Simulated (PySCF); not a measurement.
# From one method to the next for ZnSb (quartet)

Starting from one script, swap the method and compare what comes out for ZnSb (quartet).

The runs use PySCF 2.14.0; each script names its method and basis.

7 further runs of the same task are left out: 2 for a known fault of the program, 5 that didn't finish.

### 1 The system as given

ZnSb (quartet): 2 atoms, charge 0, spin multiplicity 4.

Bond lengths: Zn1–Sb2 2.427 Å.

### 2 The base run

Input file input.py:

```python
from pyscf import gto, scf, mp

mol = gto.M(
    atom='Zn 0 0 0; Sb 0 0 2.427',
    basis='lanl2dz',
    ecp={'Zn': 'lanl2dz', 'Sb': 'lanl2dz'},
    charge=0,
    spin=3,
    symmetry=True,
    verbose=4,
)
mf = scf.UHF(mol)
mf.kernel()
mp.MP2(mf).kernel()
mf.dip_moment()
print('orbital energies (hartree):', [e[max(0, n-3):n+3].round(4) for e, n in zip(mf.mo_energy, mol.nelec)])
```

Started as:

```console
OMP_NUM_THREADS=1 python input.py
```

### 3 Hf,lyp (UKS)

Edit 1 changes functional: none (Hartree–Fock) → hf,lyp; SCF type: UHF → UKS; step after the SCF: mp2 → analyze.

Changes to input.py since step 2:

```diff
@@ -1,2 +1,2 @@
-from pyscf import gto, scf, mp
+from pyscf import gto, dft
 
@@ -11,5 +11,5 @@
 )
-mf = scf.UHF(mol)
+mf = dft.UKS(mol, xc='hf,lyp')
 mf.kernel()
-mp.MP2(mf).kernel()
+mf.mulliken_pop()
 mf.dip_moment()
```

### 4 Geometry optimisation

Edit 2 changes step after the SCF: mp2 → optimize.

Input file input.py:

```python
from pyscf import gto, scf
from pyscf.geomopt.geometric_solver import optimize

mol = gto.M(
    atom='Zn 0 0 0; Sb 0 0 2.427',
    basis='lanl2dz',
    ecp={'Zn': 'lanl2dz', 'Sb': 'lanl2dz'},
    charge=0,
    spin=3,
    symmetry=True,
    verbose=4,
)
mf = scf.UHF(mol)
mf.kernel()
mol_eq = optimize(mf, maxsteps=30)
print('optimised geometry (angstrom)')
print(mol_eq.tostring('raw'))
print('orbital energies (hartree):', [e[max(0, n-3):n+3].round(4) for e, n in zip(mf.mo_energy, mol.nelec)])
```

### 5 ROHF

Edit 3 changes SCF type: UHF → ROHF.

Input file input.py:

```python
from pyscf import gto, scf, mp

mol = gto.M(
    atom='Zn 0 0 0; Sb 0 0 2.427',
    basis='lanl2dz',
    ecp={'Zn': 'lanl2dz', 'Sb': 'lanl2dz'},
    charge=0,
    spin=3,
    symmetry=True,
    verbose=4,
)
mf = scf.ROHF(mol)
mf.kernel()
mp.MP2(mf).kernel()
mf.dip_moment()
print('orbital energies (hartree):', mf.mo_energy[..., max(0, mol.nelec[1]-3):mol.nelec[0]+3].round(4))
```

### 6 M06l (UKS)

Edit 4 changes functional: none (Hartree–Fock) → m06l; SCF type: UHF → UKS; step after the SCF: mp2 → analyze.

Changes to input.py since step 2:

```diff
@@ -1,2 +1,2 @@
-from pyscf import gto, scf, mp
+from pyscf import gto, dft
 
@@ -11,5 +11,5 @@
 )
-mf = scf.UHF(mol)
+mf = dft.UKS(mol, xc='m06l')
 mf.kernel()
-mp.MP2(mf).kernel()
+mf.mulliken_pop()
 mf.dip_moment()
```

### 7 Population analysis

Edit 5 changes step after the SCF: mp2 → analyze.

Changes to input.py since step 2:

```diff
@@ -1,2 +1,2 @@
-from pyscf import gto, scf, mp
+from pyscf import gto, scf
 
@@ -13,3 +13,3 @@
 mf.kernel()
-mp.MP2(mf).kernel()
+mf.mulliken_pop()
 mf.dip_moment()
```

### 8 RHF

Edit 6 changes SCF type: UHF → RHF.

Input file input.py:

```python
from pyscf import gto, scf, mp

mol = gto.M(
    atom='Zn 0 0 0; Sb 0 0 2.427',
    basis='lanl2dz',
    ecp={'Zn': 'lanl2dz', 'Sb': 'lanl2dz'},
    charge=0,
    spin=3,
    symmetry=True,
    verbose=4,
)
mf = scf.RHF(mol)
mf.kernel()
mp.MP2(mf).kernel()
mf.dip_moment()
print('orbital energies (hartree):', mf.mo_energy[..., max(0, mol.nelec[1]-3):mol.nelec[0]+3].round(4))
```

**Question.** What will these runs give? Wanted: for each run, E(SCF); from base; gap, α spin; SCF dipole; after the SCF.

As calculated:

| run | E(SCF) (hartree) | from base (eV) | cycles | gap, α spin (eV) | SCF dipole (D) | after the SCF |
| --- | --- | --- | --- | --- | --- | --- |
| base | -68.742157 | 0 | 18 | 7.99 | 0.94 | MP2 correlation -5.237 eV |
| hf,lyp (UKS) | -69.261738 | not comparable | 17 | 8.10 | 0.86 | n/a |
| geometry optimisation | -68.742157 | 0.0000 | 18 | 7.99 | n/a | bond 6.485 Å, -1.044 eV |
| ROHF | -68.738189 | +0.1080 | 20 | n/a | 1.09 | MP2 correlation -5.262 eV |
| m06l (UKS) | -70.426842 | not comparable | 20 | 3.00 | 0.00 | n/a |
| population analysis | -68.742157 | 0.0000 | 18 | 7.99 | 0.94 | n/a |
| RHF | -68.738189 | +0.1080 | 20 | n/a | 1.09 | MP2 correlation -5.262 eV |

SCF columns refer to the geometry typed in the script.

In words: The largest comparable shift of the SCF energy, +0.108 eV, comes with the run “ROHF”. A lower total energy from another functional means nothing by itself. The dearest run is “geometry optimisation”, at 10 s against 1.8 s.
